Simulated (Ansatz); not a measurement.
I need a ladder of methods at one geometry of CH7N2Si2 (charge -1), SMILES N=C[SiH2][N-][SiH3]. Use Ansatz 0.2.0, Python API. Settings (for the species named): PBE, def2-SVP basis, multiplicity 1. The script varies functional: pbe, cam_b3lyp, lc_wpbe, hse06.

```json
{"atom": "N", "x (Å)": "-2.5259", "y (Å)": "-0.8479", "z (Å)": "-0.7894"}
{"atom": "C", "x (Å)": "-1.5223", "y (Å)": "-0.5475", "z (Å)": "-0.0279"}
{"atom": "Si", "x (Å)": "-0.5295", "y (Å)": "1.0309", "z (Å)": "-0.2460"}
{"atom": "N", "x (Å)": "0.8460", "y (Å)": "1.1447", "z (Å)": "0.8465"}
{"atom": "Si", "x (Å)": "2.0547", "y (Å)": "-0.0503", "z (Å)": "0.4427"}
{"atom": "H", "x (Å)": "-2.9074", "y (Å)": "-1.7489", "z (Å)": "-0.4863"}
{"atom": "H", "x (Å)": "-1.2128", "y (Å)": "-1.2174", "z (Å)": "0.7905"}
{"atom": "H", "x (Å)": "-1.3904", "y (Å)": "2.2057", "z (Å)": "0.0620"}
{"atom": "H", "x (Å)": "-0.0652", "y (Å)": "1.2201", "z (Å)": "-1.6488"}
{"atom": "H", "x (Å)": "3.1707", "y (Å)": "0.0590", "z (Å)": "1.4150"}
{"atom": "H", "x (Å)": "2.5998", "y (Å)": "0.1687", "z (Å)": "-0.9205"}
{"atom": "H", "x (Å)": "1.4822", "y (Å)": "-1.4171", "z (Å)": "0.5621"}
```

`methods_ch7n2si2.py`:
```python
'''One geometry of CH7N2Si2(-), method by method.'''

from pathlib import Path

import ansatz
import numpy as np

BASIS = 'def2-SVP'
NET_CHARGE = -1

GEOMETRY = '''
N    -2.52590   -0.84790   -0.78940
C    -1.52230   -0.54750   -0.02790
Si   -0.52950    1.03090   -0.24600
N     0.84600    1.14470    0.84650
Si    2.05470   -0.05030    0.44270
H    -2.90740   -1.74890   -0.48630
H    -1.21280   -1.21740    0.79050
H    -1.39040    2.20570    0.06200
H    -0.06520    1.22010   -1.64880
H     3.17070    0.05900    1.41500
H     2.59980    0.16870   -0.92050
H     1.48220   -1.41710    0.56210
'''

mol = ansatz.Crystal.molecule()
for line in GEOMETRY.strip().splitlines():
    symbol, *xyz = line.split()
    mol = mol.atom(symbol, [float(v) for v in xyz])

setup = mol.calculation().basis(gaussian=BASIS).charge(NET_CHARGE)

print('functional    E (Ha)        dipole (D)   HOMO (eV)  LUMO (eV)')
for name in ['pbe', 'cam_b3lyp', 'lc_wpbe', 'hse06']:
    r = setup.functional(name).forces().orbitals().run(threads=1, runs_dir='runs').report
    lines = Path(r['orbitals_path']).read_text().splitlines()
    field_of = lambda key: [line.split('=')[1].strip() for line in lines if line.startswith(key)]
    orbitals = [(27.211386 * float(e), s, float(n)) for e, s, n in zip(field_of('Ene='), field_of('Spin='), field_of('Occup='))]
    homo = max(e for e, _, n in orbitals if n > 0.5)
    lumo = min(e for e, _, n in orbitals if n < 0.5)
    dipole = 4.803205 * np.linalg.norm(r['charge_distribution']['dipole_moment_e_ang'])
    print(f'{name:10s} {r["free_energy_ev"] / 27.211386246:14.6f} {dipole:9.3f} {homo:11.3f} {lumo:10.3f}')
```

```console
$ python methods_ch7n2si2.py
functional    E (Ha)        dipole (D)   HOMO (eV)  LUMO (eV)
pbe           -730.018521     3.830       0.693      2.218
cam_b3lyp     -730.441437     4.134      -1.742      4.518
lc_wpbe       -730.225215     4.248      -3.151      5.630
hse06         -730.065375     4.035      -0.136      2.833
```

Caveats:
- Total energies depend on the basis set; only differences at equal settings carry meaning.
- The geometry is a force-field or estimated start, not a minimum of this method, and the basis set is short of its limit. A lower total doesn't mark the better method: functionals have no common bound, and MP2 and coupled cluster aren't variational.
- An ion's dipole depends on the origin; the program takes it about the centre of nuclear charge.
- Levels such as HOMO and LUMO are orbital energies: with these approximate functionals they aren't the ionisation energy and electron affinity, and their gap isn't the fundamental gap.
- hse06 follows the composition of plane-wave codes, whose totals differ by tens of mHa, up to about 0.1 Ha, from the form usual in Gaussian-basis programs (wpbeh).
- Anions want diffuse functions, which this basis lacks.
- Run time: 24 s on 1 thread of Arm Neoverse V1 (shared host), peak memory 0.35 GiB.
